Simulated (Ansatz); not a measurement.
# YLu2F: the cost of one run

Method: DFT PBE, scalar-relativistic, plane waves, PAW, in Ansatz 0.2.0.

## 1. The system as given

The structure is hexagonal, space group P6/mmm (No. 191). Conventional cell: a = 4.830 Å, b = 4.830 Å, c = 4.475 Å, α = 90.00°, β = 90.00°, γ = 120.00°. Y (site symmetry 6/mmm) is surrounded by 2 F at 2.24 Å. Lu (site symmetry -6m2) has 3 Lu at 2.79 Å and 3 Y at 2.79 Å in its first shell of neighbours. F (site symmetry 6/mmm) is surrounded by 2 Y at 2.24 Å.

As a file:

```
Y Lu F
1.0
     4.82954    0.00000    0.00000
    -2.41477    4.18250    0.00000
     0.00000    0.00000    4.47496
Y Lu F
1 2 1
Direct
  0.00000 0.00000 0.50000
  0.33333 0.66667 0.50000
  0.66667 0.33333 0.50000
  0.00000 0.00000 0.00000
```

Recipe of the guess: random cell by space group and Wyckoff sites (P6/mmm, No. 191). Lengths come from tabulated atomic sizes and are only a guess.

## 2. Probe: one point on a coarse mesh

input.yaml reads:

```yaml
crystal:
  lattice:
    - [4.82953699, 0.0, 0.0]
    - [-2.4147685, 4.18250172, 0.0]
    - [0.0, 0.0, 4.47496444]
  atoms:
    - { symbol: "Y", position: [0.0, 0.0, 0.5] }
    - { symbol: Lu, position: [0.33333333, 0.66666667, 0.5] }
    - { symbol: Lu, position: [0.66666667, 0.33333333, 0.5] }
    - { symbol: F, position: [0.0, 0.0, 0.0] }
basis:
  ecutwfc: 420
kpoints:
  mp_grid: { grid: [6, 6, 4] }
hamiltonian:
  xc: pbe
scf:
  occupations: { method: gaussian, width: 0.1 }
  lower_state_search: "off"
output:
  forces: true
  stress: true
  eigenvalues: true
```

Run with:

```bash
$ ansatz run input.yaml --threads 1 --pin off --max-ram 2560MiB --backend cpu --events-out ev --progress --plain --runs-dir out
```

**Question.** How long does this run take on 1 thread of Arm Neoverse V1, shared host, and how much memory does it need?

About 8.1 s, with a peak of 0.39 GiB.
